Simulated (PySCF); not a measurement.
# C₅H₆F₂: a tour of settings

Aim: see how C₅H₆F₂ (`FCC1=C(F)CC1`) answers to the choice of functional, basis, grid and SCF options.

Programs: PySCF 2.14.0, with density-fitted response routines of our own. Each step states its level of theory. These are calculated values for one molecule in the gas phase, unless marked as measured. Atoms are numbered from 0 throughout.

1 further run of the same task is left out (it didn't finish).

## (1) Starting geometry

13 atoms, charge 0, multiplicity 1; geometry from: GFN2-xTB.

Bonds of the start (Å): F0–C1 1.38, C1–C2 1.48, C2–C3 1.33, C3–F4 1.34, C3–C5 1.50, C5–C6 1.55, C6–C2 1.52, C1–H7 1.10, C1–H8 1.09, C5–H9 1.09, C5–H10 1.09, C6–H11 1.09, C6–H12 1.09.

## (2) Nuclear shieldings: PBE0/pcSseg-1

What the job is given:

```
{"job": {"kind": "nmr", "xc": "PBE0", "basis": "pcSseg-1"}, "charge": 0, "multiplicity": 1}
F      2.265938    -0.039899     1.404562
C      1.891987     0.063169     0.079851
C      0.413157     0.093510    -0.046964
C     -0.489231     0.951826    -0.513117
F     -0.409200     2.147527    -1.103966
C     -1.690945     0.119861    -0.197704
C     -0.659213    -0.899175     0.357309
H      2.318202    -0.813054    -0.424867
H      2.339395     0.984185    -0.307585
H     -2.263555    -0.220987    -1.057785
H     -2.365739     0.543785     0.542777
H     -0.626077    -1.846190    -0.176494
H     -0.729108    -1.084072     1.426255
```

Method: GIAO PBE0/pcSseg-1 NMR shielding, non-relativistic, gas phase.

The run is started by

```bash
> OMP_NUM_THREADS=1 python probes_run.py task.json out
```

The driver reads the jobs from task.json and runs them one after another.

The program printed:

```text
coarse grid: 11328 points
cycle   1  E = -393.1849848064  dE =  1.048e+00  |g| = 6.087e-01  |ddm| = 3.314e+00
cycle   2  E = -393.1385351750  dE =  4.645e-02  |g| = 8.313e-01  |ddm| = 1.080e+00
cycle   3  E = -393.2487228631  dE = -1.102e-01  |g| = 7.130e-02  |ddm| = 6.414e-01
cycle   4  E = -393.2495193754  dE = -7.965e-04  |g| = 3.916e-02  |ddm| = 1.040e-01
cycle   5  E = -393.2498616453  dE = -3.423e-04  |g| = 1.069e-02  |ddm| = 4.364e-02
cycle   6  E = -393.2498835562  dE = -2.191e-05  |g| = 4.377e-03  |ddm| = 1.161e-02
cycle   7  E = -393.2498878266  dE = -4.270e-06  |g| = 5.828e-04  |ddm| = 3.641e-03
final grid: 111480 points
cycle   8  E = -393.3052760483  dE = -3.637e-05  |g| = 7.996e-03  |ddm| = 2.997e-02
cycle   9  E = -393.3052652727  dE =  1.078e-05  |g| = 1.126e-02  |ddm| = 1.519e-02
cycle  10  E = -393.3052904888  dE = -2.522e-05  |g| = 1.397e-03  |ddm| = 9.131e-03
cycle  11  E = -393.3052908278  dE = -3.390e-07  |g| = 2.804e-04  |ddm| = 1.417e-03
cycle  12  E = -393.3052908395  dE = -1.163e-08  |g| = 1.573e-04  |ddm| = 3.661e-04
cycle  13  E = -393.3052908451  dE = -5.599e-09  |g| = 2.575e-05  |ddm| = 1.444e-04
cycle  14  E = -393.3052908452  dE = -1.249e-10  |g| = 9.858e-06  |ddm| = 2.626e-05
converged SCF energy = -393.3052908452

GIAO shielding tensors (ppm)
atom      isotropic    diamagn.    paramagn.     s11        s22        s33       span
  0 F      420.556     471.115     -50.559    393.053    415.527    453.089     60.036
  1 C      109.454     237.012    -127.558     77.847     87.542    162.973     85.126
  2 C       64.964     263.613    -198.649    -28.364    105.373    117.883    146.247
  3 C       27.091     251.487    -224.396    -58.524     62.435     77.361    135.884
  4 F      257.073     474.318    -217.246    127.894    290.114    353.210    225.316
  5 C      152.524     254.907    -102.383    138.384    154.352    164.837     26.453
  6 C      166.481     248.319     -81.838    148.840    167.178    183.425     34.585
  7 H       26.777      27.350      -0.573     22.757     27.021     30.554      7.797
  8 H       26.267      27.331      -1.063     22.097     27.108     29.598      7.500
  9 H       28.906      29.517      -0.610     25.726     26.483     34.511      8.785
 10 H       28.900      29.529      -0.628     25.798     26.395     34.507      8.709
 11 H       29.688      29.941      -0.253     26.105     27.009     35.950      9.845
 12 H       29.329      29.821      -0.493     26.140     26.689     35.156      9.016
```

Run time: 13 s. Hardware: 1 thread of Arm Neoverse V2, shared host; peak memory 0.73 GiB.

The references, computed at this level on geometries of the same kind, shield at (ppm): ¹H TMS 31.72, ¹³C TMS 186.9, ¹⁹F CFCl3 170.9. Their shielding less the atom's gives the shift. The references are single molecules in the gas phase, so shifts against H2O, NH3, PH3, H3PO4 or CFCl3 are not on the usual liquid scales and can be off by tens of ppm. Atoms listed in one row are averaged.

```csv
atoms,environment,σ (ppm),δ (ppm),δ scaled to CDCl3
C3,fully substituted alkene carbon,27.1,159.8,154.1
C2,fully substituted alkene carbon,65.0,122.0,117.1
C1,allylic sp3 CH2 bonded to F,109.5,77.5,73.7
C5,allylic sp3 CH2,152.5,34.4,31.7
C6,allylic sp3 CH2,166.5,20.4,18.0
"H7, H8",hydrogen on an allylic sp3 CH2 bonded to F,26.52,5.19,5.00
"H9, H10",hydrogen on an allylic sp3 CH2,28.90,2.81,2.76
"H11, H12",hydrogen on an allylic sp3 CH2,29.51,2.21,2.19
F4,vinylic fluorine,257.1,-86.1,–
F0,fluorine on an sp3 carbon,420.6,-249.6,–
```

The scaled column applies a straight-line fit of computed shieldings to shifts measured in CDCl3, and one for carbons that bear F (root-mean-square error 0.16 ppm for H, 1.9 ppm for C).

Charges from the same density, by scheme (e):

```csv
atoms,Mulliken,IAO,Hirshfeld,ESP fit
F0,-0.34,-0.33,-0.13,-0.21
C1,0.31,0.03,0.02,-0.04
C2,-0.42,-0.08,-0.03,-0.08
C3,0.27,0.28,0.09,0.27
F4,-0.25,-0.25,-0.08,-0.18
C5,-0.21,-0.28,-0.07,-0.33
C6,-0.13,-0.25,-0.07,-0.12
```

Mayer bond orders: F0–C1 0.90, C1–C2 1.03, C2–C3 1.73, C3–F4 1.01, C3–C5 1.09, C5–C6 1.04, C6–C2 1.02.

Ring of atoms C2, C3, C5, C6: NICS(0) -9.3, NICS(1) -3.2, NICS(1)zz -2.8 ppm (means of both faces).

## (3) TDDFT and polarisability: PBE0/def2-SVPD

Settings changed since step 2:

```diff
@@ -1,2 +1,2 @@
-{"job": {"kind": "nmr", "xc": "PBE0", "basis": "pcSseg-1"}, "charge": 0, "multiplicity": 1}
+{"job": {"kind": "uv", "xc": "PBE0", "basis": "def2-SVPD", "nstates": 6, "ntriplets": 2}, "charge": 0, "multiplicity": 1}
 F      2.265938    -0.039899     1.404562
```

With the program's defaults for keys left out, this is: TDDFT PBE0/def2-SVPD, vertical, gas phase, core orbitals frozen in the response.

The program printed:

```text
coarse grid: 11328 points
cycle   1  E = -392.9644100023  dE =  9.894e-01  |g| = 5.568e-01  |ddm| = 5.490e+00
cycle   2  E = -392.9177651282  dE =  4.664e-02  |g| = 7.728e-01  |ddm| = 1.465e+00
cycle   3  E = -393.0220191548  dE = -1.043e-01  |g| = 7.502e-02  |ddm| = 8.330e-01
cycle   4  E = -393.0229509541  dE = -9.318e-04  |g| = 3.730e-02  |ddm| = 1.795e-01
cycle   5  E = -393.0232609171  dE = -3.100e-04  |g| = 1.003e-02  |ddm| = 7.312e-02
cycle   6  E = -393.0232793269  dE = -1.841e-05  |g| = 4.688e-03  |ddm| = 2.038e-02
cycle   7  E = -393.0232843770  dE = -5.050e-06  |g| = 3.719e-04  |ddm| = 7.383e-03
final grid: 111480 points
cycle   8  E = -393.0789590212  dE = -3.145e-05  |g| = 7.754e-03  |ddm| = 1.369e-01
cycle   9  E = -393.0789486441  dE =  1.038e-05  |g| = 1.083e-02  |ddm| = 2.667e-02
cycle  10  E = -393.0789726638  dE = -2.402e-05  |g| = 1.330e-03  |ddm| = 1.383e-02
cycle  11  E = -393.0789730020  dE = -3.382e-07  |g| = 2.433e-04  |ddm| = 1.889e-03
cycle  12  E = -393.0789730110  dE = -8.956e-09  |g| = 1.434e-04  |ddm| = 6.273e-04
cycle  13  E = -393.0789730159  dE = -4.901e-09  |g| = 2.295e-05  |ddm| = 2.572e-04
cycle  14  E = -393.0789730160  dE = -1.118e-10  |g| = 8.859e-06  |ddm| = 6.398e-05
converged SCF energy = -393.0789730160

Static polarisability (au): isotropic 59.107, principal 46.754 59.336 71.230

Singlet excitations
state   eV       nm        f      main configurations
  1   6.8310    181.5   0.04695   H->L+1 0.80, H->L 0.18
  2   6.9004    179.7   0.21980   H->L 0.74, H->L+1 0.16
  3   7.4585    166.2   0.03275   H->L+2 0.96
  4   7.6293    162.5   0.01124   H->L+3 0.95
  5   7.7382    160.2   0.00235   H-1->L 0.95
  6   8.2028    151.1   0.00336   H-2->L 0.87

Triplet excitations (Tamm-Dancoff, eV): 4.3710 6.6605
```

Wall time 22 s (1 thread of Arm Neoverse V2, shared host); peak memory 0.78 GiB.

Frontier orbitals and where they lie:

```csv
orbital,eV,atoms
HOMO−3,-10.36,"C5 31 %, C6 26 %, F4 16 %"
HOMO−2,-9.79,"F0 39 %, C1 19 %, H7 10 %"
HOMO−1,-9.41,"F0 19 %, C2 17 %, C1 16 %"
HOMO,-7.42,"C2 33 %, C3 27 %, F4 11 %"
LUMO,0.04,"C3 28 %, C2 24 %, C1 12 %"
LUMO+1,0.67,"C3 20 %, C1 12 %, C5 12 %"
LUMO+2,1.19,"C6 17 %, H11 13 %, H12 13 %"
```

With each of the 6 states as a Gaussian band of 0.4 eV half-width at 1/e, the curve within the window shown has maxima at 180 nm (ε 11,000) L/(mol cm). Beyond the last state computed it falls off for lack of states. The curve at chosen wavelengths:

```json
{"nm": "146", "ε (L/mol/cm)": "85"}
{"nm": "148", "ε (L/mol/cm)": "135"}
{"nm": "150", "ε (L/mol/cm)": "201"}
{"nm": "152", "ε (L/mol/cm)": "298"}
{"nm": "154", "ε (L/mol/cm)": "452"}
{"nm": "157", "ε (L/mol/cm)": "836"}
{"nm": "159", "ε (L/mol/cm)": "1196"}
{"nm": "161", "ε (L/mol/cm)": "1619"}
{"nm": "163", "ε (L/mol/cm)": "2101"}
{"nm": "165", "ε (L/mol/cm)": "2682"}
{"nm": "167", "ε (L/mol/cm)": "3450"}
{"nm": "169", "ε (L/mol/cm)": "4496"}
{"nm": "171", "ε (L/mol/cm)": "5851"}
{"nm": "174", "ε (L/mol/cm)": "8211"}
{"nm": "176", "ε (L/mol/cm)": "9645"}
{"nm": "178", "ε (L/mol/cm)": "10628"}
{"nm": "180", "ε (L/mol/cm)": "10950"}
{"nm": "182", "ε (L/mol/cm)": "10551"}
{"nm": "184", "ε (L/mol/cm)": "9527"}
{"nm": "186", "ε (L/mol/cm)": "8085"}
{"nm": "188", "ε (L/mol/cm)": "6471"}
{"nm": "191", "ε (L/mol/cm)": "4181"}
{"nm": "193", "ε (L/mol/cm)": "2933"}
{"nm": "195", "ε (L/mol/cm)": "1963"}
{"nm": "197", "ε (L/mol/cm)": "1257"}
{"nm": "199", "ε (L/mol/cm)": "773"}
```

Ground-state properties from the same run:

```csv
property,computed
dipole moment (D),1.97
polarisability (Å³),8.76
HOMO–LUMO gap (eV),7.45
−ε(HOMO) (eV),7.42
```

## (4) TDDFT and polarisability: LC-wPBE/Sadlej pVTZ

Settings changed since step 3:

```diff
@@ -1,2 +1,2 @@
-{"job": {"kind": "uv", "xc": "PBE0", "basis": "def2-SVPD", "nstates": 6, "ntriplets": 2}, "charge": 0, "multiplicity": 1}
+{"job": {"kind": "uv", "xc": "LC-wPBE", "basis": "Sadlej pVTZ", "nstates": 25, "ntriplets": 5, "tda": false, "scf": {"aux": "def2-universal-jkfit"}}, "charge": 0, "multiplicity": 1}
 F      2.265938    -0.039899     1.404562
```

Level: TDDFT LC-wPBE/Sadlej pVTZ, vertical, gas phase, core orbitals frozen in the response.

The program printed:

```text
final grid: 111480 points
cycle   1  E = -393.5390421530  dE =  1.455e+00  |g| = 6.799e-01  |ddm| = 3.654e+01
cycle   2  E = -393.5524392466  dE = -1.340e-02  |g| = 7.204e-01  |ddm| = 5.487e+00
cycle   3  E = -393.6338646990  dE = -8.143e-02  |g| = 5.941e-02  |ddm| = 3.614e+00
cycle   4  E = -393.6346541518  dE = -7.895e-04  |g| = 2.498e-02  |ddm| = 6.786e-01
cycle   5  E = -393.6348101644  dE = -1.560e-04  |g| = 9.456e-03  |ddm| = 3.492e-01
cycle   6  E = -393.6348318697  dE = -2.171e-05  |g| = 2.156e-03  |ddm| = 9.104e-02
cycle   7  E = -393.6348340202  dE = -2.150e-06  |g| = 1.038e-03  |ddm| = 4.775e-02
cycle   8  E = -393.6348344663  dE = -4.461e-07  |g| = 2.812e-04  |ddm| = 1.062e-02
cycle   9  E = -393.6348345069  dE = -4.057e-08  |g| = 1.289e-04  |ddm| = 3.327e-03
cycle  10  E = -393.6348345129  dE = -5.987e-09  |g| = 4.059e-05  |ddm| = 2.018e-03
cycle  11  E = -393.6348345135  dE = -6.155e-10  |g| = 1.758e-05  |ddm| = 5.179e-04
converged SCF energy = -393.6348345135

Static polarisability (au): isotropic 58.573, principal 46.564 58.900 70.254

Singlet excitations
state   eV       nm        f      main configurations
  1   7.0148    176.7   0.05650   H->L 0.33, H->L+6 0.13, H->L+2 0.12
  2   7.1068    174.5   0.23918   H->L+9 0.28, H->L+7 0.27, H->L 0.19
  3   7.7385    160.2   0.02147   H->L+2 0.42, H->L 0.19, H->L+3 0.13
  4   7.7957    159.0   0.02491   H->L+1 0.58, H->L+3 0.14
  5   8.0403    154.2   0.01444   H->L+3 0.37, H->L+1 0.18, H->L+2 0.10
  6   8.0819    153.4   0.00236   H-1->L+9 0.38, H-1->L+7 0.30
  7   8.4730    146.3   0.00978   H->L+6 0.23, H->L+4 0.22, H->L+8 0.12
  8   8.6192    143.8   0.00498   H-2->L+7 0.27, H-2->L+9 0.23
  9   8.7122    142.3   0.01630   H->L+4 0.52
 10   8.8649    139.9   0.00226   H->L+7 0.35, H->L+9 0.21, H->L+8 0.20
 11   8.9837    138.0   0.01089   H->L+5 0.37, H->L+6 0.36, H->L+8 0.09
 12   9.0503    137.0   0.00227   H->L+8 0.31, H->L+5 0.17, H->L+9 0.15
 13   9.2007    134.8   0.00178   H-3->L+9 0.24, H-3->L+7 0.17
 14   9.2626    133.9   0.00342   H-1->L 0.49
 15   9.4394    131.3   0.01164   H-2->L 0.09, H-2->L+1 0.09
 16   9.5995    129.2   0.00230   H->L+10 0.21
 17   9.6545    128.4   0.00017   H->L+11 0.38, H->L+10 0.12
 18   9.6975    127.9   0.01995   H-1->L+1 0.23
 19   9.7371    127.3   0.01145   H-1->L+2 0.12, H-2->L 0.10
 20   9.7682    126.9   0.01218   H-1->L+1 0.21, H-1->L+2 0.17, H-1->L+3 0.09
 21   9.8372    126.0   0.00864   H->L+12 0.12, H->L+17 0.10, H->L+14 0.08
 22   9.8680    125.6   0.02655   H-1->L+3 0.15, H-1->L+1 0.13
 23   9.9551    124.5   0.00312   H->L+10 0.25, H->L+11 0.14
 24  10.0828    123.0   0.00282   H-3->L 0.39, H-1->L+2 0.17
 25  10.1252    122.5   0.00674   H-4->L 0.40

Triplet excitations (Tamm-Dancoff, eV): 4.2773 6.8584 7.5865 7.6081 7.6759
```

Wall time 66 s (1 thread of Arm Neoverse V2, shared host); peak memory 0.81 GiB.

Key values: HOMO -10.00 eV, LUMO 0.89 eV; lowest singlet 7.01 eV.

## (5) NMR shieldings: wB97X/pcSseg-1

Settings changed since step 4:

```diff
@@ -1,2 +1,2 @@
-{"job": {"kind": "uv", "xc": "LC-wPBE", "basis": "Sadlej pVTZ", "nstates": 25, "ntriplets": 5, "tda": false, "scf": {"aux": "def2-universal-jkfit"}}, "charge": 0, "multiplicity": 1}
+{"job": {"kind": "nmr", "xc": "wB97X", "basis": "pcSseg-1", "pop": false, "scf": {"damp": 0.2}, "grid": 3}, "charge": 0, "multiplicity": 1}
 F      2.265938    -0.039899     1.404562
```

With the program's defaults for keys left out, this is: GIAO wB97X/pcSseg-1 NMR shielding, non-relativistic, gas phase.

The program printed:

```text
damping 0.20 in the first 6 cycles
final grid: 157968 points
cycle   1  E = -393.5457138324  dE =  1.381e+00  |g| = 6.861e-01  |ddm| = 3.279e+00
cycle   2  E = -393.6021596488  dE = -5.645e-02  |g| = 4.725e-01  |ddm| = 7.476e-01
cycle   3  E = -393.6200247427  dE = -1.787e-02  |g| = 3.201e-01  |ddm| = 4.526e-01
cycle   4  E = -393.6275926325  dE = -7.568e-03  |g| = 2.234e-01  |ddm| = 3.056e-01
cycle   5  E = -393.6311074348  dE = -3.515e-03  |g| = 1.558e-01  |ddm| = 2.196e-01
cycle   6  E = -393.6301871542  dE =  9.203e-04  |g| = 1.763e-01  |ddm| = 1.903e-01
cycle   7  E = -393.6290822224  dE =  1.105e-03  |g| = 1.991e-01  |ddm| = 2.172e-01
cycle   8  E = -393.6343680535  dE = -5.286e-03  |g| = 4.007e-03  |ddm| = 1.133e-01
cycle   9  E = -393.6343710742  dE = -3.021e-06  |g| = 8.001e-04  |ddm| = 3.246e-03
cycle  10  E = -393.6343712227  dE = -1.485e-07  |g| = 1.388e-04  |ddm| = 1.058e-03
cycle  11  E = -393.6343712333  dE = -1.063e-08  |g| = 7.077e-05  |ddm| = 3.516e-04
cycle  12  E = -393.6343712351  dE = -1.751e-09  |g| = 2.404e-05  |ddm| = 1.293e-04
cycle  13  E = -393.6343712353  dE = -2.051e-10  |g| = 8.767e-06  |ddm| = 5.128e-05
converged SCF energy = -393.6343712353

GIAO shielding tensors (ppm)
atom      isotropic    diamagn.    paramagn.     s11        s22        s33       span
  0 F      427.194     471.348     -44.155    400.449    420.512    460.620     60.171
  1 C      112.380     236.844    -124.464     80.852     89.563    166.725     85.873
  2 C       68.251     263.982    -195.730    -26.704    108.025    123.433    150.136
  3 C       27.994     252.168    -224.174    -63.112     66.987     80.106    143.219
  4 F      272.033     474.353    -202.321    148.468    302.248    365.382    216.914
  5 C      156.648     254.865     -98.217    142.252    158.496    169.195     26.943
  6 C      170.607     248.341     -77.735    153.742    171.422    186.656     32.914
  7 H       26.916      27.541      -0.625     22.929     27.089     30.730      7.800
  8 H       26.378      27.425      -1.047     22.192     27.206     29.736      7.545
  9 H       29.086      29.701      -0.614     25.817     26.621     34.820      9.003
 10 H       29.074      29.722      -0.649     25.897     26.531     34.792      8.895
 11 H       29.838      30.183      -0.345     26.177     27.086     36.251     10.074
 12 H       29.491      30.028      -0.537     26.188     26.827     35.458      9.270
```

Wall time 20 s (1 thread of Arm Neoverse V2, shared host); peak memory 0.89 GiB.

In short: δ C3 161.6, C2 121.4, C1 77.2, C5 33.0, H7 5.16, H9 2.73 ppm (means over like atoms).

## (6) Nuclear shieldings: OPBE/pcSseg-1

Settings changed since step 5:

```diff
@@ -1,2 +1,2 @@
-{"job": {"kind": "nmr", "xc": "wB97X", "basis": "pcSseg-1", "pop": false, "scf": {"damp": 0.2}, "grid": 3}, "charge": 0, "multiplicity": 1}
+{"job": {"kind": "nmr", "xc": "OPBE", "basis": "pcSseg-1", "pop": true, "scf": {"conv": 1e-08, "guess": "sap"}}, "charge": 0, "multiplicity": 1}
 F      2.265938    -0.039899     1.404562
```

Level: GIAO OPBE/pcSseg-1 NMR shielding, non-relativistic, gas phase.

The program printed:

```text
final grid: 111480 points
cycle   1  E = -363.9510735549  dE =  2.393e+01  |g| = 8.918e+00  |ddm| = 8.718e+01
cycle   2  E = -299.4688024971  dE =  6.448e+01  |g| = 1.583e+01  |ddm| = 7.914e+01
cycle   3  E = -369.0376681052  dE = -6.957e+01  |g| = 7.370e+00  |ddm| = 2.083e+01
cycle   4  E = -360.8945301979  dE =  8.143e+00  |g| = 8.565e+00  |ddm| = 6.328e+01
cycle   5  E = -391.6310961369  dE = -3.074e+01  |g| = 2.923e+00  |ddm| = 6.301e+01
cycle   6  E = -392.0466802410  dE = -4.156e-01  |g| = 2.497e+00  |ddm| = 5.546e+00
cycle   7  E = -393.3241179690  dE = -1.277e+00  |g| = 1.079e+00  |ddm| = 3.151e+00
cycle   8  E = -393.4845722251  dE = -1.605e-01  |g| = 4.811e-01  |ddm| = 9.099e-01
cycle   9  E = -393.5180713574  dE = -3.350e-02  |g| = 3.783e-01  |ddm| = 8.403e-01
cycle  10  E = -393.5453151478  dE = -2.724e-02  |g| = 1.348e-01  |ddm| = 4.039e-01
cycle  11  E = -393.5488635895  dE = -3.548e-03  |g| = 3.463e-02  |ddm| = 1.183e-01
cycle  12  E = -393.5491049444  dE = -2.414e-04  |g| = 6.989e-03  |ddm| = 3.928e-02
cycle  13  E = -393.5491144460  dE = -9.502e-06  |g| = 1.782e-03  |ddm| = 8.261e-03
cycle  14  E = -393.5491150455  dE = -5.995e-07  |g| = 6.172e-04  |ddm| = 2.249e-03
cycle  15  E = -393.5491151380  dE = -9.248e-08  |g| = 8.209e-05  |ddm| = 8.599e-04
cycle  16  E = -393.5491151393  dE = -1.273e-09  |g| = 5.032e-05  |ddm| = 1.307e-04
converged SCF energy = -393.5491151393

GIAO shielding tensors (ppm)
atom      isotropic    diamagn.    paramagn.     s11        s22        s33       span
  0 F      406.492     470.457     -63.965    378.968    403.823    436.685     57.716
  1 C      110.791     238.080    -127.289     79.435     89.920    163.018     83.582
  2 C       71.586     263.397    -191.811    -13.950    112.102    116.607    130.557
  3 C       36.841     251.597    -214.757    -36.517     67.948     79.091    115.608
  4 F      237.752     473.887    -236.135    105.339    269.434    338.483    233.145
  5 C      152.193     254.926    -102.734    137.598    154.467    164.513     26.915
  6 C      165.957     248.424     -82.467    148.564    166.491    182.816     34.252
  7 H       26.649      27.517      -0.868     22.605     26.941     30.400      7.795
  8 H       26.185      27.596      -1.411     22.027     27.002     29.526      7.498
  9 H       28.817      29.526      -0.709     25.730     26.512     34.210      8.480
 10 H       28.817      29.538      -0.720     25.801     26.411     34.241      8.441
 11 H       29.638      29.950      -0.312     26.130     27.104     35.680      9.550
 12 H       29.283      29.882      -0.599     26.285     26.664     34.902      8.617
```

Wall time 21 s (1 thread of Arm Neoverse V2, shared host); peak memory 0.62 GiB.

This run: δ C3 150.7, C2 115.9, C1 76.7, C5 35.3, H7 5.26, H9 2.85 ppm (means over like atoms).

## (7) Side by side: NMR shifts

Shifts (ppm) of some atoms, chosen among heavy atoms and hydrogens apart, means over like atoms, with basis size and wall time:

```csv
run,C3,C2,C6,H7,H9,F4,F0,functions,time
PBE0/pcSseg-1,159.8,122.0,20.4,5.19,2.81,-86.1,-249.6,149,13 s
wB97X/pcSseg-1,161.6,121.4,19.0,5.16,2.73,-81.3,-236.5,149,20 s
OPBE/pcSseg-1,150.7,115.9,21.5,5.26,2.85,-88.6,-257.4,149,21 s
```

## (8) Comparing the runs: electronic excitations

Excitations and ground-state properties, with basis size and wall time:

```csv
run,lowest singlet (eV),brightest (eV),f,gap (eV),α (Å³),μ (D),functions,time
PBE0/def2-SVPD,6.83,6.90,0.220,7.45,8.76,1.97,194,22 s
LC-wPBE/Sadlej pVTZ,7.01,7.11,0.239,10.89,8.68,1.95,222,66 s
```

## (9) Outcome

| quantity | value |
| --- | --- |
| ¹³C shifts against TMS (PBE0/pcSseg-1) | 159.8, 122.0, 77.5, 34.4, 20.4 ppm |
| ¹H shifts against TMS (PBE0/pcSseg-1, means over atoms taken as alike) | 5.19, 2.81, 2.21 ppm |
| ¹⁹F shifts against CFCl3 (PBE0/pcSseg-1) | -86.1, -249.6 ppm |
| lowest singlet (PBE0/def2-SVPD) | 6.83 eV (182 nm), f = 0.047 |
| brightest single state of those computed | state 2, 6.90 eV, f = 0.220 |
| lowest triplet | 4.37 eV |
| range of the shift of F0 | -257.4 to -236.5 ppm |
| range of the lowest singlet | 6.83 to 7.01 eV |

What this shows: Single values in the summary come from the first run of each kind that ended normally (PBE0/pcSseg-1; PBE0/def2-SVPD), which need not be the best level. The most deshielded hydrogen is H7, H8 (mean) (hydrogen on an allylic sp3 CH2 bonded to F), at 5.19 ppm: its carbon carries F, an electronegative neighbour. At PBE0/pcSseg-1: The widest tensor belongs to F4: span 225 ppm, with a paramagnetic part of -217 ppm. The lowest singlet, at 6.83 eV, is HOMO→LUMO+1 0.80, HOMO→LUMO 0.18 and is weak; of the 6 states computed, the strongest absorption comes from state 2 at 6.90 eV. The lowest triplet lies 2.46 eV below the lowest singlet (triplets in Tamm-Dancoff, singlets in full TDDFT). Across the 3 runs the shift of F0 moves most, between -257.4 (OPBE/pcSseg-1) and -236.5 ppm (wB97X/pcSseg-1). The lowest singlet runs from 6.83 eV (PBE0/def2-SVPD) to 7.01 eV (LC-wPBE/Sadlej pVTZ), while the orbital gap spans 7.45 to 10.89 eV. The lowest state need not be the same one in every run. The runs solved for a few states only, so the brightest column depends on that window.
